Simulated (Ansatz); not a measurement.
Geometry optimisation, DFT PBE, scalar-relativistic, plane waves, PAW (Ansatz).

Input:

```yaml
crystal:
  lattice:
    - [0.0, 5.43, 5.43]
    - [5.43, 0.0, 5.43]
    - [5.43, 5.43, 0.0]
  atoms:
    - { symbol: Si, position: [0.0, 0.0, 0.0] }
    - { symbol: Si, position: [0.125, 0.125, 0.125] }
    - { symbol: Si, position: [0.0, 0.0, 0.5] }
    - { symbol: Si, position: [0.125, 0.125, 0.625] }
    - { symbol: Si, position: [0.0, 0.5, 0.0] }
    - { symbol: Si, position: [0.125, 0.625, 0.125] }
    - { symbol: Si, position: [0.0, 0.5, 0.5] }
    - { symbol: Si, position: [0.125, 0.625, 0.625] }
    - { symbol: Si, position: [0.5, 0.0, 0.0] }
    - { symbol: Si, position: [0.625, 0.125, 0.125] }
    - { symbol: Si, position: [0.5, 0.0, 0.5] }
    - { symbol: Si, position: [0.625, 0.125, 0.625] }
    - { symbol: Si, position: [0.5, 0.5, 0.0] }
    - { symbol: Si, position: [0.625, 0.625, 0.125] }
    - { symbol: Si, position: [0.5, 0.5, 0.5] }
    - { symbol: Si, position: [0.625, 0.625, 0.625] }
    - { symbol: O, position: [0.31951803, 1.05776375, 0.81726534], spin: 1.0 }
magnetization:
  spin_polarized: true
basis:
  ecutwfc: 420.0
kpoints:
  mp_grid: { grid: [2, 2, 2] }
hamiltonian:
  xc: pbe
  pseudopotentials: { kind: paw, azcp: { folder: soft_1 } }
scf:
  occupations: { method: fermi_dirac, width: 0.02 }
  lower_state_search: "off"
relax:
  f_tol: 0.03
  max_steps: 60
  adjacent_minimum: "off"
```

Launched with:

```bash
$ ansatz run input.yaml --threads 2 --pin off --max-ram 5120MiB --backend cpu --events-out ev --progress --plain --runs-dir out
```

Where does it end, and by what steps?

It converged. The force dipped under the threshold on the way, but the program's further checks kept it going. Limits of this set-up: coarse k mesh, a small cell, in which the defect meets its images. After 11 steps the energy has fallen by 2.431 eV; O17 moved furthest, 0.89 Å.

| step | energy less start (eV) | largest force component (eV/Å) | accepted |
| --- | --- | --- | --- |
| 0 | 0.0000 | 0.326 | yes |
| 1 | -0.0348 | 0.529 | yes |
| 2 | -0.1817 | 1.222 | yes |
| 3 | -0.4705 | 0.985 | yes |
| 4 | -0.8358 | 1.673 | yes |
| 5 | -1.4785 | 1.530 | yes |
| 6 | -2.0789 | 1.642 | yes |
| 7 | -2.4087 | 0.293 | yes |
| 8 | -2.4276 | 0.096 | yes |
| 9 | -2.4307 | 0.016 | yes |
| 10 | -2.4310 | 0.034 | yes |
| 11 | -2.4310 | 0.015 | yes |

```xyz
17
Lattice="0.0000 5.4300 5.4300 5.4300 0.0000 5.4300 5.4300 5.4300 0.0000" Properties=species:S:1:pos:R:3
Si 0.018 0.010 0.021
Si 1.599 1.433 1.090
Si 2.887 2.842 -0.249
Si 4.054 4.096 1.364
Si 2.742 0.070 2.635
Si 4.090 1.347 4.073
Si 5.413 2.720 2.701
Si 6.779 4.149 3.969
Si 0.193 2.734 2.412
Si 1.185 3.827 4.197
Si 2.473 5.165 2.788
Si 3.880 6.488 4.088
Si 2.723 2.614 5.503
Si 4.077 4.080 6.765
Si 5.426 5.412 5.435
Si 6.761 6.711 6.856
O 10.182 6.777 8.131
```

Whether the end is a true minimum wasn't checked by a vibrational analysis.

Run time: 80 s on 2 threads of Arm Neoverse V2 (shared host), peak memory 0.69 GiB.
